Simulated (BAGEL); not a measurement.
# Si2NH5O (SMILES N1[SiH2]O[SiH2]1): B3LYP/cc-pVDZ (density fitting with qzvpp-jkfit)

What is the energy change on altering one bond length of Si2NH5O at B3LYP/cc-pVDZ (density fitting with qzvpp-jkfit)? 

The calculation is run with BAGEL 1.2.2.

16 further runs of the same task are left out: 16 set aside as unsound or not needed.

**1. The system as given**

Si2NH5O has 9 atoms, charge 0, and is taken as a singlet. As SMILES, `N1[SiH2]O[SiH2]1`. The coordinates come from a GFN2-xTB relaxation.

Bond lengths: N1–Si2 1.742 Å, Si2–O3 1.663 Å, N1–Si4 1.743 Å, O3–Si4 1.663 Å, N1–H5 1.003 Å, Si2–H6 1.452 Å, Si2–H7 1.454 Å, Si4–H8 1.453 Å, Si4–H9 1.452 Å. Some angles: N1–Si2–O3 85.7°, Si2–N1–Si4 91.4°, Si2–O3–Si4 97.2°, N1–Si4–O3 85.7°, N1–Si2–H6 114.5°, N1–Si2–H7 114.5°, O3–Si2–H6 110.3°, O3–Si2–H7 110.2°, Si2–N1–H5 134.2°, Si4–N1–H5 134.4°.

**2. The energy at B3LYP/cc-pVDZ (density fitting with qzvpp-jkfit)**

input.json

```json
{ "bagel": [

{
  "title": "molecule",
  "basis": "cc-pvdz.json",
  "df_basis": "qzvpp-jkfit",
  "angstrom": true,
  "geometry": [
    { "atom": "N", "xyz": [   -0.733740,    0.378460,   -0.561130 ] },
    { "atom": "Si", "xyz": [    0.954270,    0.754990,   -0.350250 ] },
    { "atom": "O", "xyz": [    0.966010,   -0.491250,    0.750680 ] },
    { "atom": "Si", "xyz": [   -0.634030,   -0.918540,    0.598540 ] },
    { "atom": "H", "xyz": [   -1.468020,    0.754270,   -1.131390 ] },
    { "atom": "H", "xyz": [    1.211230,    2.018980,    0.317440 ] },
    { "atom": "H", "xyz": [    1.791800,    0.423750,   -1.491200 ] },
    { "atom": "H", "xyz": [   -0.745980,   -2.248940,    0.024760 ] },
    { "atom": "H", "xyz": [   -1.341540,   -0.671720,    1.842540 ] }
  ]
},
{
  "title": "ks",
  "xc_func": "b3lyp"
},
{
  "title": "print",
  "file": "orbitals.molden",
  "orbitals": true
}

]}
```

The basis set cc-pVDZ is read from a file made from the Basis Set Exchange's data (not shown).

The run is started by

```sh
BAGEL_NUM_THREADS=1 BAGEL input.json > input.out
```

Log:

```text
* using 1 threads per process

  ===============================================================
  ===============================================================

  *** Geometry ***

  { "atom" : "N", "xyz" : [     -1.386568,      0.715186,     -1.060382 ] },
  { "atom" : "Si", "xyz" : [      1.803309,      1.426724,     -0.661877 ] },
  { "atom" : "O", "xyz" : [      1.825494,     -0.928328,      1.418580 ] },
  { "atom" : "Si", "xyz" : [     -1.198143,     -1.735789,      1.131077 ] },
  { "atom" : "H", "xyz" : [     -2.774156,      1.425364,     -2.138017 ] },
  { "atom" : "H", "xyz" : [      2.288893,      3.815319,      0.599875 ] },
  { "atom" : "H", "xyz" : [      3.386011,      0.800771,     -2.817960 ] },
  { "atom" : "H", "xyz" : [     -1.409698,     -4.249881,      0.046790 ] },
  { "atom" : "H", "xyz" : [     -2.535143,     -1.269367,      3.481896 ] },

  Number of auxiliary basis functions:      500

  Since a DF basis is specified, we compute 2- and 3-index integrals:
    o Being stored without compression. Storage requirement is 0.032 GB

  Number of basis functions:       89
  Number of electrons      :       48

    * METHOD: MOLECULE                             0.22

  *** Kohn-Sham DFT ***

    * Removing 17327 points whose weight is below 1.00e-10
    * Grid points: 116827

  === Nuclear Repulsion ===
   238.5595041495

       - DIIS with orbital gradients will be used.

  === KS iteration (b3lyp / cc-pvdz.json) ===
      0       -682.35533691          0.10946748           0.41
      1       -675.30509915          0.10471883           0.34
      2       -684.18753469          0.14212845           0.35
      3       -701.52735373          0.10213669           0.34
      4       -706.42971336          0.07964679           0.34
      5       -708.06012717          0.07124351           0.35
      6       -708.66865268          0.06374564           0.33
      7       -706.08574111          0.09151619           0.32
      8       -711.99987516          0.01125408           0.32
      9       -712.07624502          0.00221086           0.32
     10       -712.07792436          0.00083687           0.32
     11       -712.07836418          0.00022538           0.32
     12       -712.07839774          0.00003235           0.31
     13       -712.07839834          0.00000261           0.32
     14       -712.07839835          0.00000136           0.30
     15       -712.07839835          0.00000020           0.30
     16       -712.07839835          0.00000025           0.30
     17       -712.07839835          0.00000002           0.30
     18       -712.07839835          0.00000001           0.31
    * SCF iteration converged.

    * Permanent dipole moment:
           (    0.576969,    -0.293608,     0.448004) a.u.

    * METHOD: KS                                   6.89

    * METHOD: PRINT                                0.01

  ===============================================================
```

Run time: 7.5 s. Hardware: 1 thread of AMD EPYC 9R45 (Zen 5), shared host; peak memory 0.49 GiB.

**3. The distorted shape at the same level**

calc.json

```json
{ "bagel" : [

{
  "title" : "molecule",
  "basis" : "cc-pvdz.json",
  "df_basis" : "qzvpp-jkfit",
  "angstrom" : "true",
  "geometry" : [
    { "atom" : "N", "xyz" : [      -0.513480,       0.265729,      -0.390071 ] },
    { "atom" : "Si", "xyz" : [       1.174530,       0.642259,      -0.179191 ] },
    { "atom" : "O", "xyz" : [       1.186270,      -0.603981,       0.921739 ] },
    { "atom" : "Si", "xyz" : [      -0.413770,      -1.031271,       0.769599 ] },
    { "atom" : "H", "xyz" : [      -1.468020,       0.754270,      -1.131390 ] },
    { "atom" : "H", "xyz" : [       1.431490,       1.906249,       0.488499 ] },
    { "atom" : "H", "xyz" : [       2.012060,       0.311019,      -1.320141 ] },
    { "atom" : "H", "xyz" : [      -0.525720,      -2.361671,       0.195819 ] },
    { "atom" : "H", "xyz" : [      -1.121280,      -0.784451,       2.013599 ] }
  ]
},

{ "title" : "ks", "xc_func" : "b3lyp" },

{ "title" : "print", "file" : "orbitals.molden", "orbitals" : "true" }

]}
```

The basis set cc-pVDZ is read from a file made from the Basis Set Exchange's data (not shown).

The run is started by

```sh
BAGEL_NUM_THREADS=1 BAGEL calc.json > calc.out
```

Log:

```text
* using 1 threads per process

  ===============================================================
  ===============================================================

  *** Geometry ***

  { "atom" : "N", "xyz" : [     -0.970337,      0.502155,     -0.737127 ] },
  { "atom" : "Si", "xyz" : [      2.219540,      1.213694,     -0.338622 ] },
  { "atom" : "O", "xyz" : [      2.241725,     -1.141359,      1.741834 ] },
  { "atom" : "Si", "xyz" : [     -0.781912,     -1.948820,      1.454331 ] },
  { "atom" : "H", "xyz" : [     -2.774156,      1.425364,     -2.138017 ] },
  { "atom" : "H", "xyz" : [      2.705124,      3.602289,      0.923129 ] },
  { "atom" : "H", "xyz" : [      3.802242,      0.587741,     -2.494705 ] },
  { "atom" : "H", "xyz" : [     -0.993467,     -4.462911,      0.370044 ] },
  { "atom" : "H", "xyz" : [     -2.118912,     -1.482398,      3.805151 ] },

  Number of auxiliary basis functions:      500

  Since a DF basis is specified, we compute 2- and 3-index integrals:
    o Being stored without compression. Storage requirement is 0.032 GB

  Number of basis functions:       89
  Number of electrons      :       48

    * METHOD: MOLECULE                             0.22

  *** Kohn-Sham DFT ***

    * Removing 16976 points whose weight is below 1.00e-10
    * Grid points: 117178

  === Nuclear Repulsion ===
   237.0107815420

       - DIIS with orbital gradients will be used.

  === KS iteration (b3lyp / cc-pvdz.json) ===
      0       -683.20427155          0.11925283           0.35
      1       -677.64599818          0.09387183           0.32
      2       -682.91196611          0.15820485           0.31
      3       -696.52607841          0.11099418           0.31
      4       -704.07320974          0.09141068           0.32
      5       -703.23517925          0.09838164           0.32
      6       -703.16574660          0.09865110           0.32
      7       -684.06492912          0.16903188           0.32
      8       -707.84892057          0.06928851           0.32
      9       -711.92226105          0.01205999           0.31
     10       -712.01472410          0.00566640           0.32
     11       -712.03517999          0.00209102           0.33
     12       -712.03754405          0.00108774           0.33
     13       -712.03840575          0.00011463           0.32
     14       -712.03841539          0.00001185           0.32
     15       -712.03841546          0.00000462           0.33
     16       -712.03841547          0.00000254           0.33
     17       -712.03841548          0.00000033           0.31
     18       -712.03841548          0.00000015           0.31
     19       -712.03841548          0.00000004           0.31
     20       -712.03841548          0.00000001           0.31
    * SCF iteration converged.

    * Permanent dipole moment:
           (    0.572625,    -0.291419,     0.444870) a.u.

    * METHOD: KS                                   7.38

    * METHOD: PRINT                                0.01

  ===============================================================
```

Wall time 7.8 s (1 thread of AMD EPYC 9R45 (Zen 5), shared host); peak memory 0.49 GiB.

**4. Outcome**

Level: B3LYP/cc-pVDZ (density fitting with qzvpp-jkfit).

| quantity | value |
| --- | --- |
| first shape: total energy | -712.07840 Eh |
| first shape: dipole moment | 2.00 D |
| first shape: HOMO energy | -6.89 eV |
| first shape: LUMO energy | -0.39 eV |
| first shape: HOMO–LUMO gap | 6.50 eV |
| distorted shape: total energy | -712.03842 Eh |
| distorted shape: dipole moment | 1.99 D |
| distorted shape: HOMO energy | -6.77 eV |
| distorted shape: LUMO energy | -0.33 eV |
| distorted shape: HOMO–LUMO gap | 6.44 eV |
| energy change with the N1–H5 bond stretched from 1.003 to 1.304 Å | 1.088 eV |

In words: With the N1–H5 bond stretched from 1.003 to 1.304 Å the energy rises by 1.09 eV (25 kcal/mol). The first shape isn't relaxed at this level, so the change isn't measured from a minimum.
